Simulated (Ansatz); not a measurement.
# C2H3BO2: how energies converge with the basis set

Aim: see how fast density functionals converge with the basis set for C2H3BO2.

The runs use Ansatz 0.2.0, Gaussian basis; one geometry, several basis sets.

Levels to be run: PBE0-D4/def2-SVP; ωB97M-V/def2-SVP; PBE0-D4/def2-QZVPP; ωB97M-V/def2-QZVPP; the functionals' def2-TZVPP values are taken from earlier runs.

## (1) The relaxed structure

All runs share one geometry, relaxed beforehand with PBE0-D4/def2-TZVP.

8 atoms, charge 0, spin multiplicity 1.

Atoms are counted from 1 here; the program's logs count them from 0.

Bond lengths: B1–O2 1.375 Å, B1–O5 1.375 Å, B1–H6 1.184 Å, O2–C3 1.372 Å, C3–C4 1.331 Å, C3–H7 1.077 Å, C4–O5 1.372 Å, C4–H8 1.077 Å. Angles: O2–B1–O5 110.2°, O2–B1–H6 124.9°, O5–B1–H6 124.9°, B1–O2–C3 105.2°, O2–C3–C4 109.7°, O2–C3–H7 118.4°, C4–C3–H7 131.9°, C3–C4–O5 109.7°, C3–C4–H8 131.9°, O5–C4–H8 118.4°, B1–O5–C4 105.2°.

## (2) PBE0-D4 in def2-SVP

in.yaml reads:

```yaml
crystal:
  periodic: [false, false, false]
  atoms:
    - {symbol: B, position_ang: [-0.466368, 1.186683, 0.074028]}
    - {symbol: O, position_ang: [0.863411, 0.861108, 0.201475]}
    - {symbol: C, position_ang: [0.917285, -0.501276, 0.047737]}
    - {symbol: C, position_ang: [-0.308007, -0.977577, -0.161115]}
    - {symbol: O, position_ang: [-1.212480, 0.054158, -0.152378]}
    - {symbol: H, position_ang: [-0.905339, 2.283369, 0.148474]}
    - {symbol: H, position_ang: [1.876710, -0.986193, 0.110252]}
    - {symbol: H, position_ang: [-0.673113, -1.977372, -0.324374]}
basis:
  gaussian: {orbitals: def2-SVP}
hamiltonian: {xc: pbe0, dispersion: d4}
output: {orbitals: {seedname: orbitals}}
```

Launch:

```bash
> ansatz run in.yaml --threads 2 --pin off --events-out ev --progress --plain --max-ram 4352MiB
```

Further steps of the session: ωB97M-V in def2-SVP; PBE0-D4 in def2-QZVPP; ωB97M-V in def2-QZVPP.

Before running them: what should the planned runs give, taken together? Wanted: PBE0-D4: double and triple zeta above quadruple; ωB97M-V: double and triple zeta above quadruple.

**Answer**, as computed:

| quantity | value |
| --- | --- |
| PBE0-D4: double and triple zeta above quadruple | 8.19, 0.38 eV |
| ωB97M-V: double and triple zeta above quadruple | 8.39, 0.36 eV |

PBE0-D4 gains 7.81 eV from double to triple zeta, then 0.38 eV more. Total energies overstate the basis error of differences, where much of it tends to cancel. The LUMO of ωB97M-V is positive and keeps falling with the basis (2.90 to 1.86 eV): an unbound level that the basis holds in place.
